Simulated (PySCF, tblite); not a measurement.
**C6H6FO radical: geometry, infrared bands and EPR parameters**

Wanted: the infrared bands and EPR parameters of C6H6FO radical (`O=C1C=CC[C](F)C1`), by calculation.

Computed with tblite 0.8.0 and PySCF 2.14.0, with density-fitted response routines of our own, on a single molecule in the gas phase. Atoms are numbered from 0 throughout.

**1. The molecule as given**

14 atoms, charge 0, multiplicity 2; geometry from: force field or distance geometry start.

Bonds of the start (Å): O0–C1 1.25, C1–C2 1.49, C2–C3 1.33, C3–C4 1.50, C4–C5 1.53, C5–F6 1.39, C5–C7 1.53, C7–C1 1.48, C2–H8 1.10, C3–H9 1.09, C4–H10 1.12, C4–H11 1.12, C7–H12 1.11, C7–H13 1.09.

**2. Geometry optimisation with GFN2-xTB**

What the job is given:

```
{"job": {"kind": "relax", "xc": "GFN2-xTB", "basis": "xTB"}, "charge": 0, "multiplicity": 2}
O     -0.196900     2.627100    -0.180500
C     -0.072400     1.388600    -0.292100
C      1.236100     0.715100    -0.038000
C      1.256000    -0.589400     0.231800
C      0.000700    -1.399800     0.321300
C     -1.233500    -0.519000     0.515300
F     -1.133300     0.212500     1.693400
C     -1.185000     0.477200    -0.649900
H      2.168600     1.291300    -0.090500
H      2.214700    -1.074900     0.420000
H      0.067800    -2.180200     1.122700
H     -0.132500    -1.856700    -0.692800
H     -0.850400    -0.066600    -1.562500
H     -2.140500     0.974400    -0.820400
```

Started as:

```console
OMP_NUM_THREADS=1 python probes_run.py task.json out
```

The driver reads the jobs from task.json and runs them one after another.

Output:

```text
step      E/eV     max force
  0    -668.91186    4.101
  1    -669.09334    4.280
  2    -669.24139    0.907
  3    -669.28370    0.625
  4    -669.34862    0.503
  5    -669.37009    0.563
  6    -669.39446    0.465
  7    -669.41733    0.418
  8    -669.44160    0.406
  9    -669.46680    0.407
 10    -669.49901    0.444
 11    -669.53284    0.464
 12    -669.56318    0.411
 13    -669.58422    0.348
 14    -669.59757    0.262
 15    -669.60943    0.326
 16    -669.62310    0.343
 17    -669.63507    0.231
 18    -669.64259    0.199
 19    -669.64728    0.239
 20    -669.65092    0.251
 21    -669.65479    0.148
 22    -669.65865    0.085
 23    -669.66022    0.091
 24    -669.66200    0.085
 25    -669.66300    0.068
 26    -669.66380    0.075
 27    -669.66432    0.072
 28    -669.66496    0.060
 29    -669.66573    0.067
 30    -669.66649    0.059
 31    -669.66702    0.061
 32    -669.66747    0.068
 33    -669.66808    0.074
 34    -669.66902    0.071
 35    -669.67025    0.094
 36    -669.67160    0.104
 37    -669.67301    0.093
 38    -669.67452    0.081
 39    -669.67590    0.103
 40    -669.67708    0.115
 41    -669.67822    0.114
 42    -669.67956    0.098
 43    -669.68107    0.098
 44    -669.68238    0.080
 45    -669.68322    0.061
 46    -669.68370    0.052
 47    -669.68409    0.050
 48    -669.68449    0.070
 49    -669.68487    0.064
 50    -669.68527    0.046
 51    -669.68572    0.040
 52    -669.68594    0.036
 53    -669.68610    0.028
 54    -669.68622    0.026
 55    -669.68635    0.026
 56    -669.68646    0.023
 57    -669.68653    0.022
 58    -669.68657    0.016
 59    -669.68659    0.010
```

It took 0.26 s on 1 thread of Arm Neoverse V2, shared host.

Relaxation path: (not every step is listed)

```tsv
step	energy from step 0 (eV)	largest force (eV/Å)
0	0.0000	4.1012
1	-0.1815	4.2803
2	-0.3295	0.9073
3	-0.3718	0.6248
4	-0.4368	0.5027
5	-0.4582	0.5626
6	-0.4826	0.4649
7	-0.5055	0.4184
8	-0.5297	0.4063
12	-0.6513	0.4108
16	-0.7112	0.3427
20	-0.7391	0.2510
24	-0.7501	0.0854
28	-0.7531	0.0602
32	-0.7556	0.0683
36	-0.7597	0.1040
40	-0.7652	0.1147
44	-0.7705	0.0803
48	-0.7726	0.0696
52	-0.7741	0.0364
54	-0.7744	0.0260
55	-0.7745	0.0258
56	-0.7746	0.0227
57	-0.7747	0.0223
58	-0.7747	0.0162
59	-0.7747	0.0099
```

Close pairs (by a distance rule), those that changed most:

```tsv
bond	before (Å)	after (Å)	change (Å)
C1–C7	1.482	1.553	+0.071
C5–C7	1.534	1.463	-0.071
C4–C5	1.529	1.481	-0.048
O0–C1	1.250	1.207	-0.043
C5–F6	1.390	1.352	-0.039
C1–C2	1.493	1.460	-0.033
C4–H10	1.121	1.093	-0.027
C4–H11	1.120	1.097	-0.023
```

The end geometry stands in the next job.

**3. Infrared spectrum with GFN2-xTB**

What the job is given:

```
{"job": {"kind": "ir", "xc": "GFN2-xTB", "basis": "xTB"}, "charge": 0, "multiplicity": 2}
O     -0.107380     2.627664     0.030300
C      0.039629     1.461090    -0.243089
C      1.290544     0.711260    -0.174471
C      1.321908    -0.589489     0.117872
C      0.080663    -1.363869     0.455787
C     -1.128392    -0.521061     0.310521
F     -1.901463    -0.385811     1.411052
C     -1.157440     0.566754    -0.667187
H      2.194384     1.274824    -0.348858
H      2.248726    -1.143691     0.130078
H      0.142930    -1.755323     1.474795
H      0.033911    -2.228383    -0.218475
H     -0.978995     0.202573    -1.680575
H     -2.079703     1.142989    -0.619917
```

Output:

```text
mode    cm-1     km/mol
  1      82.2      2.21
  2      96.5      0.77
  3     270.1      4.96
  4     295.8      8.10
  5     393.0      7.39
  6     406.3     18.30
  7     442.9     26.74
  8     481.0      6.99
  9     573.6      3.51
 10     719.5     23.66
 11     736.0     28.68
 12     809.6     24.23
 13     857.2     15.08
 14     884.7      3.43
 15     899.2      4.64
 16     939.7      1.46
 17     986.6     15.28
 18    1029.5      9.48
 19    1073.4     84.61
 20    1105.1      5.87
 21    1159.0      4.62
 22    1202.6      9.43
 23    1227.7     23.10
 24    1300.7     42.14
 25    1309.4     37.10
 26    1320.0    108.71
 27    1413.5     22.85
 28    1424.0     14.45
 29    1640.9     59.15
 30    1737.0    583.75
 31    2903.4     11.43
 32    2958.9      9.24
 33    2972.8      7.13
 34    3032.5      4.77
 35    3073.0     15.44
 36    3095.6      6.79
```

Wall time 0.3 s (1 thread of Arm Neoverse V2, shared host).

The strongest bands and the atoms that carry them (share of the mass-weighted mode):

```tsv
cm⁻¹	km/mol	atoms
443	26.7	C5 23 %, C2 21 %, O0 13 %, C4 12 %
736	28.7	H9 18 %, C1 16 %, C7 15 %, H8 11 %
1073	84.6	H12 31 %, H13 19 %, H10 12 %
1301	42.1	H8 16 %, C3 15 %, H9 14 %, C2 14 %
1309	37.1	C5 48 %, H9 11 %, C7 10 %, C4 10 %
1320	108.7	C5 30 %, H10 16 %, C4 12 %, H9 11 %
1641	59.1	C3 49 %, C2 45 %
1737	583.8	C1 62 %, O0 37 %
```

**4. g tensor and hyperfine couplings: B3LYP/pcH-1**

Same as in step 3 but for these lines:

```diff
@@ -1,2 +1,2 @@
-{"job": {"kind": "ir", "xc": "GFN2-xTB", "basis": "xTB"}, "charge": 0, "multiplicity": 2}
+{"job": {"kind": "epr", "basis": "pcH-1"}, "charge": 0, "multiplicity": 2}
 O     -0.107380     2.627664     0.030300
```

Level: UKS B3LYP, pcH-1 on C F H O, non-relativistic, mean-field spin-orbit, GIAO.

Output:

```text
UKS, coarse grid
  cycle   1  E = -407.03902749  |g| = 7.17e-01
  cycle   2  E = -405.28576037  |g| = 1.94e+00
  cycle   3  E = -407.19437298  |g| = 3.45e-01
  cycle   4  E = -407.24966084  |g| = 1.42e-01
  cycle   5  E = -407.25725213  |g| = 6.08e-02
  cycle   6  E = -407.25889034  |g| = 2.53e-02
  cycle   7  E = -407.25938341  |g| = 1.20e-02
  cycle   8  E = -407.25948352  |g| = 6.00e-03
  cycle   9  E = -407.25950891  |g| = 1.38e-03
  cycle  10  E = -407.25951182  |g| = 6.92e-04
UKS, final grid
  cycle   1  E = -407.25947739  |g| = 8.20e-04
  cycle   2  E = -407.25947704  |g| = 1.46e-03
  cycle   3  E = -407.25947786  |g| = 3.05e-04
  cycle   4  E = -407.25947793  |g| = 1.22e-04
  cycle   5  E = -407.25947799  |g| = 5.94e-05
  cycle   6  E = -407.25947800  |g| = 2.33e-05
E = -407.25947800 Eh   <S^2> = 0.7578 (exact 0.7500)
g shifts (ppm)      1          2          3
  rmc          -217       -217       -217
  gc             -6         40         34
  oz_so          42       2047       3204
  total        -181       1870       3021
hyperfine (MHz)  atom isotope    a_iso     a_fc   dipolar eigenvalues
    0   17O      -6.00      -6.00    -31.38     10.29     21.09
    1   13C      59.42      59.42    -10.25     -5.65     15.90
    2   13C      -3.19      -3.19     -3.09      0.84      2.25
    3   13C      54.54      54.54     -4.97     -4.86      9.83
    4   13C     -21.64     -21.64     -2.08     -1.01      3.09
    5   13C     159.55     159.55    -79.02    -76.72    155.74
    6   19F     158.35     158.35   -248.38   -210.84    459.22
    7   13C     -26.56     -26.56     -3.13     -0.48      3.61
    8    1H      -1.59      -1.59     -1.68     -0.65      2.33
    9    1H      11.09      11.09     -2.99     -1.74      4.72
   10    1H       2.37       2.37     -5.06     -3.33      8.39
   11    1H      65.20      65.20     -5.27     -4.39      9.66
   12    1H      72.08      72.08     -4.92     -4.36      9.29
   13    1H       7.01       7.01     -4.55     -3.27      7.83
```

It took 62 s on 1 thread of Arm Neoverse V2, shared host; peak memory 0.97 GiB.

Principal g values 2.00214, 2.00419, 2.00534; g(iso) = 2.00389, against 2.00232 for a free electron.

Mean a(iso) over the nuclei that a row names, and the largest dipolar term of the row (other rows stand at the frozen geometry):

```tsv
nuclei	isotope	a(iso) (MHz)	a(iso) (G, at g = 2.0023)	largest dipolar term (MHz)
C5	13C	159.6	56.9	155.7
F6	19F	158.4	56.5	459.2
C1	13C	59.4	21.2	15.9
C3	13C	54.5	19.5	9.8
H12, H13	1H	39.5	14.1	9.3
H10, H11	1H	33.8	12.1	9.7
C7	13C	-26.6	-9.5	3.6
C4	13C	-21.6	-7.7	3.1
H9	1H	11.1	4.0	4.7
O0	17O	-6.0	-2.1	-31.4
C2	13C	-3.2	-1.1	-3.1
H8	1H	-1.6	-0.6	2.3
```

Mulliken spin populations:

O0 0.06; C1 0.05; C2 -0.01; C3 0.05; C4 -0.06; C5 0.84; F6 0.06; C7 -0.07; H8 0.00; H9 0.01; H10 0.00; H11 0.03; H12 0.03; H13 0.00

In first order the couplings over 0.8 MHz of 19F, 1H give 72 distinct lines over 113.4 G, if the averaged nuclei exchange fast; the same motion can average rows kept apart here too.

Orbitals, density, ELF and potential are computed afterwards from the orbital file.

ELF in a plane through or near 8 of the atoms.

Values, 10 rows by 14 columns:
```
0.00 0.00 0.00 0.00 0.00 0.00 0.00 0.00 0.00 0.00 0.00 0.00 0.00 0.00
0.00 0.00 0.00 0.00 0.00 0.00 0.03 0.05 0.00 0.00 0.00 0.00 0.00 0.00
0.00 0.00 0.00 0.00 0.00 0.09 0.98 0.99 0.41 0.00 0.03 0.00 0.00 0.00
0.00 0.00 0.38 0.97 0.76 0.13 0.67 0.75 0.27 0.28 0.45 0.24 0.01 0.00
0.00 0.00 0.38 0.95 0.92 0.77 0.80 0.58 0.39 0.41 0.39 0.38 0.04 0.00
0.00 0.00 0.00 0.05 0.46 0.73 0.50 0.20 0.67 0.67 0.38 0.06 0.00 0.00
0.00 0.00 0.02 0.17 0.62 0.49 0.87 0.37 0.74 0.69 1.00 0.96 0.03 0.00
0.00 0.00 0.00 0.02 0.04 0.03 0.22 0.36 0.09 0.01 0.10 0.03 0.00 0.00
0.00 0.00 0.00 0.00 0.00 0.00 0.00 0.00 0.00 0.00 0.00 0.00 0.00 0.00
0.00 0.00 0.00 0.00 0.00 0.00 0.00 0.00 0.00 0.00 0.00 0.00 0.00 0.00
```
The map spans 9.6 Å across and 10.3 Å up, centred on the molecule. Atoms in the plane (x, y in Å): C1 (1.2, 0.8), C2 (-0.1, 1.5), C3 (-1.2, 0.8), C4 (-1.2, -0.7), C5 (0.1, -1.3), H8 (-0.1, 2.6), H9 (-2.2, 1.3), H13 (2.2, -1.0).

log10 of the density (e/Å³) in the same plane.

Values, 10 rows by 14 columns:
```
-4.0 -4.0 -4.0 -4.0 -4.0 -4.0 -4.0 -4.0 -4.0 -4.0 -4.0 -4.0 -4.0 -4.0
-4.0 -4.0 -4.0 -4.0 -4.0 -3.4 -2.8 -2.7 -3.2 -3.9 -4.0 -4.0 -4.0 -4.0
-4.0 -4.0 -3.6 -2.9 -2.5 -1.8 -0.8 -0.5 -1.5 -2.3 -2.4 -3.0 -4.0 -4.0
-4.0 -3.5 -2.2 -1.2 -0.8 -0.8  0.0  0.2 -0.6 -0.8 -0.9 -1.5 -2.7 -4.0
-4.0 -3.3 -1.9 -0.7  0.1  2.3  0.2 -0.1  0.3  0.2 -0.5 -1.2 -2.4 -4.0
-4.0 -3.6 -2.4 -1.4 -0.3  0.3 -0.2 -0.6  0.0  0.0 -0.7 -1.6 -2.8 -4.0
-4.0 -3.6 -2.4 -1.3 -0.3 -0.1  0.1  1.0  0.0 -0.4 -0.4 -1.4 -2.7 -4.0
-4.0 -4.0 -3.2 -2.3 -1.9 -1.7 -1.2 -0.8 -1.1 -1.8 -2.1 -2.7 -3.6 -4.0
-4.0 -4.0 -4.0 -4.0 -3.7 -3.4 -2.8 -2.6 -2.8 -3.4 -4.0 -4.0 -4.0 -4.0
-4.0 -4.0 -4.0 -4.0 -4.0 -4.0 -4.0 -4.0 -4.0 -4.0 -4.0 -4.0 -4.0 -4.0
```
The map spans 9.6 Å across and 10.3 Å up, centred on the molecule. Atoms in the plane (x, y in Å): C1 (1.2, 0.8), C2 (-0.1, 1.5), C3 (-1.2, 0.8), C4 (-1.2, -0.7), C5 (0.1, -1.3), H8 (-0.1, 2.6), H9 (-2.2, 1.3), H13 (2.2, -1.0).

On the surface of density 0.002 e/bohr³ the electrostatic potential runs, from the 1st to the 99th percentile, from -1.71 V near O0 to 1.24 V near H9.

The spin density lies nearest to C5 59 %; F6 10 %; O0 7 %.

**5. What came out**

| quantity | value |
| --- | --- |
| strongest single infrared mode (GFN2-xTB) | 1737 cm⁻¹, 584 km/mol |
| zero-point energy (GFN2-xTB) | 64.1 kcal/mol |
| g(iso) (B3LYP) | 2.00389 |
| ⟨S²⟩ | 0.758 (exact 0.75) |
| largest a(iso) (averaged by class) | 13C on C5, 159.6 MHz |
| potential on the surface of density 0.002 e/bohr³, 1st and 99th percentile | -1.71 V and 1.24 V |

**Reading.** Over 59 steps the energy fell by 0.775 eV; of the close pairs, C1–C7 changed most, 1.482 to 1.553 Å. All 36 modes are real, so the xTB geometry is a minimum. The strongest single mode, at 1737 cm⁻¹, moves mainly C1 and O0. Unscaled tight-binding wavenumbers are off by several per cent, some by more. Its intensities can rank the bands wrongly. Most of the unpaired spin sits on C5 (0.84 e). The isotropic g lies 1.6 ppt above the free-electron value. The conformer search found further structures of the same energy, which may be mirror or relabelled copies of this one.
